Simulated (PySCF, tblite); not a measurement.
**ClH4OSi2 radical, a cluster model of a defect (Si site with back bonds [SiH3], O, Cl): EPR parameters**

What EPR parameters should one expect for `O[Si]([SiH3])Cl`? It is drawn as: dangling bond.

Programs: tblite 0.8.0 and PySCF 2.14.0. All values are calculated, for the isolated system unless a continuum is named. Atoms count from 0, parts from 1.

### 1 Starting point

8 atoms, charge 0, multiplicity 2; geometry: distance geometry start.

### 2 Relaxing the cluster with GFN2-xTB

The job: settings as JSON, then the geometry in Å.

```
{"job": {"kind": "relax", "xc": "GFN2-xTB", "basis": "xTB"}, "charge": 0, "multiplicity": 2}
Si     0.446551    -0.007134    -0.709664
Si    -1.456857    -1.181957    -0.737209
O      1.600957    -0.424289     0.531333
Cl     0.216254     2.077313    -1.168578
H     -1.156439    -2.514127    -0.368687
H     -2.376363    -0.626612     0.189117
H     -2.040923    -1.127643    -2.030899
H      2.332497     0.111208     0.801991
```

Level: GFN2-xTB geometry optimisation, gas phase.

Started as:

```sh
> OMP_NUM_THREADS=1 python cluster_run.py task.json out
```

This one command runs all jobs of the session in turn.

**Question.** The jobs that follow are: PBE0-D3(BJ)/def2-SVP geometry optimisation, gas phase; UKS B3LYP, IGLO-III on Cl O Si, pcH-1 on H, non-relativistic, mean-field spin-orbit, GIAO; UKS BHandHLYP, IGLO-III on Cl O Si, pcH-1 on H, non-relativistic, mean-field spin-orbit, GIAO. Predict: point group; rotational constants (main isotopes); g(iso) (B3LYP); ⟨S²⟩; largest a(iso).

As calculated:

| quantity | value |
| --- | --- |
| point group | C1 |
| rotational constants (main isotopes) | 4.29, 2.18, 1.56 GHz |
| g(iso) (B3LYP) | 2.00377 |
| ⟨S²⟩ | 0.753 (exact 0.75) |
| largest a(iso) | 29Si on Si0, -655.5 MHz |

**Reading.** Relaxing lowered the energy by 0.220 eV in 9 steps; the close pair that moved most is Si0–O2, from 1.599 to 1.665 Å (PBE0/def2-SVP). Most of the unpaired spin sits on Si0 (0.74 e). The isotropic g lies 1.5 ppt above the free-electron value. The coupling of 29Si on Si0 runs from -692.8 (BHandHLYP/IGLO-III+pcH-1) to -655.5 MHz (B3LYP/IGLO-III+pcH-1).
